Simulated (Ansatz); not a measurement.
# C₂H₉AlBN: one species, many methods

An exercise on one series of results from a longer session: the logs are not shown, and one member is left open.

Program: Ansatz 0.2.0, Gaussian basis. Level of theory: functionals in def2-TZVPP, the program's frozen cores in correlated methods. These are calculated values, not measurements.

Levels to be run: PBE-D4, r2SCAN-D4, PBE0-D4, B3LYP-D4, ωB97X-V, ωB97M-V, B2PLYP; CCSD(T)/def2-TZVPP; MP2/def2-QZVPP; extrapolation to the limit.

## The geometry

An earlier PBE0-D4 in a triple-zeta def2 set relaxation fixed the geometry.

SMILES `BNC[CH2][AlH2]`, 14 atoms, charge 0, spin multiplicity 1.

Atoms are counted from 1 here; the program's logs count them from 0.

Bond lengths: B1–N2 1.409 Å, B1–H6 1.193 Å, B1–H7 1.194 Å, N2–C3 1.486 Å, N2–H8 1.013 Å, C3–C4 1.528 Å, C3–H9 1.094 Å, C3–H10 1.091 Å, C4–Al5 1.985 Å, C4–H11 1.093 Å, C4–H12 1.090 Å, Al5–H13 1.594 Å, Al5–H14 1.594 Å. Angles: N2–B1–H6 118.6°, N2–B1–H7 118.2°, H6–B1–H7 123.3°, B1–N2–C3 126.3°, B1–N2–H8 118.7°, C3–N2–H8 113.7°, N2–C3–C4 108.0°, N2–C3–H9 108.7°, N2–C3–H10 106.0°, C4–C3–H9 114.9°, C4–C3–H10 111.2°, H9–C3–H10 107.6°, C3–C4–Al5 93.7°, C3–C4–H11 111.5°, C3–C4–H12 112.1°, Al5–C4–H11 112.4°, Al5–C4–H12 118.7°, H11–C4–H12 107.9° and more.

The first run:

Input file in.yaml:

```yaml
crystal:
  periodic: [false, false, false]
  atoms:
    - {symbol: B, position_ang: [-1.023966, 0.917938, 1.353557]}
    - {symbol: N, position_ang: [-0.266338, -0.177775, 0.894870]}
    - {symbol: C, position_ang: [1.125802, -0.129503, 0.378378]}
    - {symbol: C, position_ang: [1.099633, -0.561495, -1.087442]}
    - {symbol: Al, position_ang: [-0.834771, -0.172951, -1.300558]}
    - {symbol: H, position_ang: [-0.549338, 2.009599, 1.280540]}
    - {symbol: H, position_ang: [-2.118848, 0.706998, 1.779613]}
    - {symbol: H, position_ang: [-0.589529, -1.114487, 1.105088]}
    - {symbol: H, position_ang: [1.762654, -0.738133, 1.027363]}
    - {symbol: H, position_ang: [1.448208, 0.907761, 0.478334]}
    - {symbol: H, position_ang: [1.324296, -1.625788, -1.195579]}
    - {symbol: H, position_ang: [1.814773, -0.004105, -1.692559]}
    - {symbol: H, position_ang: [-1.323021, 1.320952, -1.569341]}
    - {symbol: H, position_ang: [-1.882555, -1.368112, -1.423465]}
basis:
  gaussian: {orbitals: def2-TZVPP}
hamiltonian: {xc: pbe, dispersion: d4}
output: {forces: true, orbitals: {seedname: orbitals}}
```

On the command line:

```bash
> ansatz run in.yaml --threads 4 --pin off --events-out ev --progress --plain --max-ram 10444MiB
```

Among the steps run: PBE-D4 (GGA); r2SCAN-D4 (meta-GGA); PBE0-D4 (hybrid); B3LYP-D4 (hybrid); ωB97X-V (range-separated); ωB97M-V (range-separated); B2PLYP (double hybrid); CCSD(T) in def2-TZVPP; MP2 in def2-QZVPP.

One table of the session follows, with a row left open; its other results are not shown here.

| method | atomisation energy (kJ/mol) |
| --- | --- |
| PBE-D4 | 5036.9 |
| r2SCAN-D4 | 4983.1 |
| PBE0-D4 | 4983.5 |
| B3LYP-D4 | 4988.6 |
| ωB97X-V | 4994.4 |
| ωB97M-V | ? |
| B2PLYP | 4924.5 |
| HF/def2-TZVPP | 3717.4 |
| MP2/def2-TZVPP | 4890.3 |
| CCSD/def2-TZVPP | 4790.3 |
| CCSD(T)/def2-TZVPP | 4849.7 |
| MP2/CBS | 5005.3 |
| CCSD(T)/CBS | 4964.7 |

Q: Estimate the row for ωB97M-V from the others.

The run gave: atomisation energy (kJ/mol): 4998.6. In the column «atomisation energy (kJ/mol)» it lies between ωB97X-V (4994.4) and MP2/CBS (5005.3).
